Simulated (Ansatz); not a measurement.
# B2P3: the cost of one run

Method: DFT PBE, scalar-relativistic, plane waves, PAW, in Ansatz 0.2.0.

### Step 1. Starting point

The cell holds 25 atoms (B10P15): a = 7.015 Å, b = 7.223 Å, c = 7.246 Å, α = 89.15°, β = 90.07°, γ = 88.87°.

It is the last frame of an earlier stage of the same melt, run at 4000 K.

Its coordinates follow in the input file.

### Step 2. The last frame at 4000 K on a finer mesh

The electrons keep the Fermi-Dirac width of that temperature.

File input.yaml:

```yaml
crystal:
  lattice:
    - [7.014152, 0.070138, -0.004867]
    - [0.070138, 7.222698, 0.053961]
    - [-0.004867, 0.053961, 7.245327]
  atoms:
    - { symbol: P, position: [0.2582572253, 0.8057441177, 0.8539083652] }
    - { symbol: P, position: [0.5602682521, 0.0593788853, 0.8129048892] }
    - { symbol: P, position: [0.6718456757, 0.3957453099, 0.1920150839] }
    - { symbol: P, position: [0.1289899499, 0.9543015865, 0.0776520095] }
    - { symbol: P, position: [0.4752169848, 0.0102125038, 0.4092858715] }
    - { symbol: P, position: [0.7462520091, 0.9729031573, 0.1564873832] }
    - { symbol: P, position: [0.7982743002, 0.2438615751, 0.7987388513] }
    - { symbol: P, position: [0.7269453328, 0.7568507645, 0.6698090667] }
    - { symbol: P, position: [0.0870031639, 0.8862386539, 0.5053998148] }
    - { symbol: P, position: [0.8698748466, 0.2275509105, 0.5170444222] }
    - { symbol: P, position: [0.5304042061, 0.7501890627, 0.3598791332] }
    - { symbol: P, position: [0.3549114619, 0.4364321518, 0.3232897091] }
    - { symbol: P, position: [0.9200440149, 0.5406085849, 0.4134390099] }
    - { symbol: P, position: [0.5205218271, 0.5417733258, 0.6043161325] }
    - { symbol: P, position: [0.1803739798, 0.5258751047, 0.8208185945] }
    - { symbol: B, position: [0.6130828803, 0.7491160632, 0.9762111293] }
    - { symbol: B, position: [0.7561963215, 0.5483498972, 0.9357236548] }
    - { symbol: B, position: [0.721964641, 0.1551400999, 0.3288768938] }
    - { symbol: B, position: [0.42959919, 0.7065298035, 0.0862972757] }
    - { symbol: B, position: [0.0417625909, 0.0850418185, 0.3939923046] }
    - { symbol: B, position: [0.9870057939, 0.7793649616, 0.1738962848] }
    - { symbol: B, position: [0.9856673608, 0.5636110257, 0.1725606589] }
    - { symbol: B, position: [0.940391433, 0.4296541252, 0.985897472] }
    - { symbol: B, position: [0.2650858471, 0.1910882231, 0.2806939078] }
    - { symbol: B, position: [0.997014873, 0.6718433257, 0.6171721155] }
basis:
  ecutwfc: 420
kpoints:
  mp_grid: { grid: [3, 3, 3] }
hamiltonian:
  xc: pbe
scf:
  occupations: { method: fermi_dirac, width: 0.3447 }
output:
  forces: true
  stress: true
  eigenvalues: true
  populations: true
  write_density: true
  write_potential: true
  elf: true
  volumetric_format: npy
```

On the command line:

```bash
> ansatz run input.yaml --threads 2 --pin off --max-ram 5120MiB --backend cpu --events-out ev --progress --plain --runs-dir out
```

Q: Estimate wall time and peak memory on 2 threads of Intel Xeon at 2.70GHz, shared host.

About 58 s, with a peak of 0.86 GiB.
